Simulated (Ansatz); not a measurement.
# CH5ClOSi: the cost of one run

Method: RHF/cc-pVDZ, in Ansatz 0.2.0.

### 1 The structure to begin with

Bond lengths: C1–Si2 1.781 Å, Si2–O3 1.627 Å, Si2–Cl4 2.064 Å, C1–H5 1.143 Å, C1–H6 1.139 Å, C1–H7 1.108 Å, Si2–H8 1.439 Å, O3–H9 0.973 Å. Angles: C1–Si2–O3 112.8°, C1–Si2–Cl4 109.2°, C1–Si2–H8 113.5°, O3–Si2–Cl4 101.9°, O3–Si2–H8 108.8°, Cl4–Si2–H8 110.0°, Si2–C1–H5 113.0°, Si2–C1–H6 114.0°, Si2–C1–H7 115.1°, H5–C1–H6 103.3°, H5–C1–H7 105.6°, H6–C1–H7 104.7°, Si2–O3–H9 118.8°.

Structure file:

```xyz
9

C    -0.6502    0.8728   -0.3866
Si   -0.0064   -0.6402    0.2975
O     1.3552   -0.4143    1.1597
Cl    0.6559   -1.8498   -1.2379
H    -1.5792    0.7119   -1.0322
H    -1.0008    1.6222    0.3956
H     0.0593    1.4405   -1.0209
H    -0.9569   -1.3534    1.1095
H     2.2117   -0.4360    0.6981
```

### 2 Relaxing end A

input.yaml

```yaml
crystal:
  periodic: [false, false, false]
  atoms:
    - { symbol: C, position_ang: [-0.6502, 0.8728, -0.3866] }
    - { symbol: Si, position_ang: [-0.0064, -0.6402, 0.2975] }
    - { symbol: O, position_ang: [1.3552, -0.4143, 1.1597] }
    - { symbol: Cl, position_ang: [0.6559, -1.8498, -1.2379] }
    - { symbol: H, position_ang: [-1.5792, 0.7119, -1.0322] }
    - { symbol: H, position_ang: [-1.0008, 1.6222, 0.3956] }
    - { symbol: H, position_ang: [0.0593, 1.4405, -1.0209] }
    - { symbol: H, position_ang: [-0.9569, -1.3534, 1.1095] }
    - { symbol: H, position_ang: [2.2117, -0.436, 0.6981] }
basis:
  gaussian: { orbitals: cc-pVDZ }
hamiltonian:
  xc: hf
relax:
  f_tol: 0.015
  max_steps: 40
```

The run is started by

```
> ansatz run input.yaml --threads 1 --pin off --max-ram 2048MiB --backend cpu --events-out ev --progress --plain --runs-dir out
```

Q: Estimate wall time and peak memory on 1 thread of Arm Neoverse V1, shared host.

About 29 s, with a peak of 0.17 GiB.
